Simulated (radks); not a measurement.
**Spin polarisation of the 5s shell in Ag**

Aim: the energy gained and the exchange splitting as electrons of the 5s shell of Ag are turned from spin down to spin up.

Program: radks (a radial shooting solver on a logarithmic mesh, Libxc functionals) version 1. Level of theory: non-relativistic Kohn-Sham, PBE, spin-polarised, spherical densities, point nucleus. These are calculated values, not measurements, unless marked.

## 1. The atom as given

- element: silver (Z = 47)
- charge: 0
- electrons: 47
- configuration: [Kr] 4d10 5s(up 0.5, down 0.5)

A shell typed twice in an input gives spin up, then spin down.

## 2. No moment

Settings of this run:

```text
Z 47
configuration [Kr] 4d10 5s0.5 5s0.5
relativity non-relativistic
functional pbe,pbe
spin polarised
nucleus point
```

## 3. moment 0.25 in 5s

Settings of this run:

```text
Z 47
configuration [Kr] 4d10 5s0.625 5s0.375
relativity non-relativistic
functional pbe,pbe
spin polarised
nucleus point
```

## 4. moment 0.5 in 5s

Settings of this run:

```text
Z 47
configuration [Kr] 4d10 5s0.75 5s0.25
relativity non-relativistic
functional pbe,pbe
spin polarised
nucleus point
```

## 5. moment 0.75 in 5s

Settings of this run:

```text
Z 47
configuration [Kr] 4d10 5s0.875 5s0.125
relativity non-relativistic
functional pbe,pbe
spin polarised
nucleus point
```

## 6. moment 1 in 5s

Settings of this run:

```text
Z 47
configuration [Kr] 4d10 5s1 5s0
relativity non-relativistic
functional pbe,pbe
spin polarised
nucleus point
```

Q: Predict the outcome of this session. Wanted: for each run, moment; E − E(0); ε(5s up); ε(5s down); splitting.

The runs gave:

```
moment (μB)  E − E(0) (eV)  ε(5s up) (eV)  ε(5s down) (eV)  splitting (eV)
          0          0.000         -3.992           -3.992           0.000
       0.25         -0.011         -4.081           -3.897           0.184
        0.5         -0.046         -4.164           -3.796           0.368
       0.75         -0.104         -4.240           -3.683           0.557
          1         -0.186         -4.311           -3.533           0.778
```

What this shows: At a moment of 1 μB the energy has fallen by 0.19 eV and the 5s levels split by 0.78 eV, 0.778 eV per μB. The Stoner form E = −I m²/4 would give I = 0.746 eV. The energy falls at every step.
